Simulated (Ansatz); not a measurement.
# Ge started on an Al site and Ge started on an Al site in wurtzite AlN, 96 atoms, charge 0

Aim: let the atoms about the defect relax, then find its formation energy and its levels in the gap by PBEsol, HSE06 and r²SCAN.

Program: Ansatz 0.2.0, PAW, plane waves. These are calculated values, not measurements.

### 1 The starting cell

96 atoms (46 Al, 48 N, 2 Ge); a = 9.341 Å, b = 10.787 Å, c = 9.967 Å, α = 90.00°, β = 90.00°, γ = 90.00°. All atoms were shaken off their sites by about 0.02 Å along each axis. Defect site 1: (0.500, 0.417, 0.498). Defect site 2: (0.167, 0.917, 0.999).

The runs, in order: (2) PBEsol relaxation at the single k point (¼, ¼, ¼), on 1 × NVIDIA H100 80GB HBM3 with 2 threads of AMD EPYC 7R13; (3) HSE06 single point at the single k point (¼, ¼, ¼), on 1 × NVIDIA H100 80GB HBM3 with 2 threads of AMD EPYC 7R13; (4) r²SCAN single point at the single k point (¼, ¼, ¼), on 1 × NVIDIA H100 80GB HBM3 with 2 threads of AMD EPYC 7R13.

### 2 Relaxing the atoms with PBEsol

in.yaml

```yaml
crystal:
  lattice:
    - [9.341448, 0.000000, 0.000000]
    - [0.000000, 10.786575, 0.000000]
    - [0.000000, 0.000000, 9.967057]
  atoms:
    - { symbol: Al, position: [0.169018, 0.080617, 0.250670] }
    - { symbol: Al, position: [0.165659, 0.081632, 0.745939] }
    - { symbol: Al, position: [0.998119, 0.334805, 0.248693] }
    - { symbol: Al, position: [0.999927, 0.335074, 0.751079] }
    - { symbol: Al, position: [0.500835, 0.082724, 0.250296] }
    - { symbol: Al, position: [0.497067, 0.086426, 0.747170] }
    - { symbol: Al, position: [0.334651, 0.332868, 0.252468] }
    - { symbol: Al, position: [0.329261, 0.333503, 0.751086] }
    - { symbol: Al, position: [0.163075, 0.584024, 0.246192] }
    - { symbol: Al, position: [0.161564, 0.580415, 0.746742] }
    - { symbol: Al, position: [0.000623, 0.832663, 0.249467] }
    - { symbol: Al, position: [0.001674, 0.833779, 0.749492] }
    - { symbol: Al, position: [0.831112, 0.085319, 0.245296] }
    - { symbol: Al, position: [0.831598, 0.083063, 0.752425] }
    - { symbol: Al, position: [0.665179, 0.333044, 0.247938] }
    - { symbol: Al, position: [0.666395, 0.333023, 0.746070] }
    - { symbol: Al, position: [0.502248, 0.585301, 0.247987] }
    - { symbol: Al, position: [0.499796, 0.583471, 0.751829] }
    - { symbol: Al, position: [0.336943, 0.834724, 0.248899] }
    - { symbol: Al, position: [0.330968, 0.833198, 0.749965] }
    - { symbol: Al, position: [0.832574, 0.583056, 0.245641] }
    - { symbol: Al, position: [0.833360, 0.581478, 0.748682] }
    - { symbol: Al, position: [0.663458, 0.837041, 0.251943] }
    - { symbol: Al, position: [0.668317, 0.834193, 0.746727] }
    - { symbol: Al, position: [0.001523, 0.169458, 0.500007] }
    - { symbol: Al, position: [0.002899, 0.167411, 0.998841] }
    - { symbol: Al, position: [0.333216, 0.165072, 0.498568] }
    - { symbol: Al, position: [0.331085, 0.170790, 0.997968] }
    - { symbol: Al, position: [0.167988, 0.416363, 0.500392] }
    - { symbol: Al, position: [0.169242, 0.415281, 0.999032] }
    - { symbol: Al, position: [0.001744, 0.667589, 0.498608] }
    - { symbol: Al, position: [0.999435, 0.670545, 0.998209] }
    - { symbol: Al, position: [0.664897, 0.168787, 0.499327] }
    - { symbol: Al, position: [0.668833, 0.170094, 0.999801] }
    - { symbol: Al, position: [0.500434, 0.413025, 0.000168] }
    - { symbol: Al, position: [0.333540, 0.668203, 0.497670] }
    - { symbol: Al, position: [0.333351, 0.666550, 0.999953] }
    - { symbol: Al, position: [0.166370, 0.915964, 0.496667] }
    - { symbol: Al, position: [0.835508, 0.414011, 0.498410] }
    - { symbol: Al, position: [0.836028, 0.416391, 0.999477] }
    - { symbol: Al, position: [0.662884, 0.663845, 0.495163] }
    - { symbol: Al, position: [0.665681, 0.664964, 0.999439] }
    - { symbol: Al, position: [0.496920, 0.917486, 0.498725] }
    - { symbol: Al, position: [0.499956, 0.917591, 0.001180] }
    - { symbol: Al, position: [0.837252, 0.918886, 0.497325] }
    - { symbol: Al, position: [0.832655, 0.917847, 0.995964] }
    - { symbol: N, position: [0.999566, 0.167755, 0.190063] }
    - { symbol: N, position: [0.003656, 0.167178, 0.687942] }
    - { symbol: N, position: [0.330225, 0.169922, 0.188657] }
    - { symbol: N, position: [0.331928, 0.166485, 0.689555] }
    - { symbol: N, position: [0.166761, 0.417506, 0.185939] }
    - { symbol: N, position: [0.161767, 0.415321, 0.692561] }
    - { symbol: N, position: [0.004395, 0.667555, 0.188274] }
    - { symbol: N, position: [0.998533, 0.666220, 0.692908] }
    - { symbol: N, position: [0.669651, 0.168251, 0.187464] }
    - { symbol: N, position: [0.668998, 0.167445, 0.689719] }
    - { symbol: N, position: [0.498316, 0.414858, 0.190716] }
    - { symbol: N, position: [0.499828, 0.415717, 0.689199] }
    - { symbol: N, position: [0.332150, 0.660899, 0.190287] }
    - { symbol: N, position: [0.336669, 0.663773, 0.690510] }
    - { symbol: N, position: [0.162497, 0.919107, 0.186052] }
    - { symbol: N, position: [0.165453, 0.917644, 0.691784] }
    - { symbol: N, position: [0.830672, 0.416210, 0.189176] }
    - { symbol: N, position: [0.838811, 0.418721, 0.691324] }
    - { symbol: N, position: [0.665668, 0.664974, 0.187256] }
    - { symbol: N, position: [0.664488, 0.668656, 0.691423] }
    - { symbol: N, position: [0.502243, 0.918894, 0.188133] }
    - { symbol: N, position: [0.498781, 0.916724, 0.687752] }
    - { symbol: N, position: [0.833077, 0.912383, 0.191210] }
    - { symbol: N, position: [0.832260, 0.915763, 0.688861] }
    - { symbol: N, position: [0.167971, 0.085194, 0.439731] }
    - { symbol: N, position: [0.164434, 0.084613, 0.937797] }
    - { symbol: N, position: [0.997858, 0.334797, 0.439558] }
    - { symbol: N, position: [0.000813, 0.335582, 0.940127] }
    - { symbol: N, position: [0.501320, 0.083922, 0.440189] }
    - { symbol: N, position: [0.503611, 0.086144, 0.936585] }
    - { symbol: N, position: [0.334318, 0.334278, 0.442290] }
    - { symbol: N, position: [0.333790, 0.334198, 0.941457] }
    - { symbol: N, position: [0.167060, 0.584134, 0.438713] }
    - { symbol: N, position: [0.171101, 0.583071, 0.940004] }
    - { symbol: N, position: [0.999377, 0.831494, 0.441820] }
    - { symbol: N, position: [0.002425, 0.833749, 0.941810] }
    - { symbol: N, position: [0.829863, 0.084122, 0.439262] }
    - { symbol: N, position: [0.833528, 0.082195, 0.941577] }
    - { symbol: N, position: [0.668130, 0.335947, 0.439260] }
    - { symbol: N, position: [0.664295, 0.331778, 0.940826] }
    - { symbol: N, position: [0.503298, 0.584457, 0.438473] }
    - { symbol: N, position: [0.497969, 0.583319, 0.940224] }
    - { symbol: N, position: [0.334930, 0.835311, 0.438830] }
    - { symbol: N, position: [0.336400, 0.831705, 0.940686] }
    - { symbol: N, position: [0.836103, 0.582124, 0.438140] }
    - { symbol: N, position: [0.832131, 0.584872, 0.940659] }
    - { symbol: N, position: [0.666386, 0.834991, 0.440758] }
    - { symbol: N, position: [0.662504, 0.829402, 0.939487] }
    - { symbol: Ge, position: [0.503503, 0.415367, 0.501409] }
    - { symbol: Ge, position: [0.165196, 0.916825, 0.996438] }
  symmetry: { detect: false }
kpoints:
  mp_grid: { grid: [1, 1, 1], shift: [0.25, 0.25, 0.25] }
hamiltonian:
  xc: pbesol
scf:
  occupations: { method: fermi_dirac, width: 0.01 }
relax:
  f_tol: 0.03
  max_steps: 80
  escape_saddle: false
  adjacent_minimum: "off"
output:
  forces: true
  eigenvalues: true
  populations: true
  write_density: true
  write_potential: true
  elf: true
  volumetric_format: npy
```

On the command line:

```bash
> ansatz run in.yaml --threads 2 --pin off --max-ram 30400MiB --runs-dir r --events-out ev --progress --plain --backend cuda --devices 0, --max-vram 18GiB
```

Further steps of the session: HSE06 single point; r²SCAN single point.

Before running it: what results should come out? Wanted: for each run, formation energy; host gap; top filled to lowest empty.

As calculated:

```
             level           time  formation energy (eV)  host gap (eV)  top filled to lowest empty (eV)
PBEsol, relaxation  1.7 min (GPU)                   8.43           4.09                             2.02
             HSE06     73 s (GPU)                   9.34           5.55                             3.07
            r²SCAN     20 s (GPU)                   9.58           4.81                             2.45
```

| quantity | value |
| --- | --- |
| relaxation | 16 recorded steps, 2.83 eV gained |
| largest shift | 0.87 Å (N58) |

**In words.** The relaxation lowers the energy by 2.83 eV; the largest shift is 0.87 Å (N58). The formation energy goes from 8.43 eV (PBEsol) to 9.58 eV (r²SCAN). The reservoirs are the elements' reference phases; where the defect changes the composition, the value depends on that choice. r²SCAN puts 2 localised levels over 0.1 eV inside the gap, at 0.29 (filled), 2.87 (filled) eV, the tightest of them shared by about 6 atoms. The price of HSE06 is about 3.6 times the time of r²SCAN here. The host's edges were read at Γ, so band-like levels at this k point need not coincide with them. One k point and a cell of this size can leave errors of several tenths of an eV.
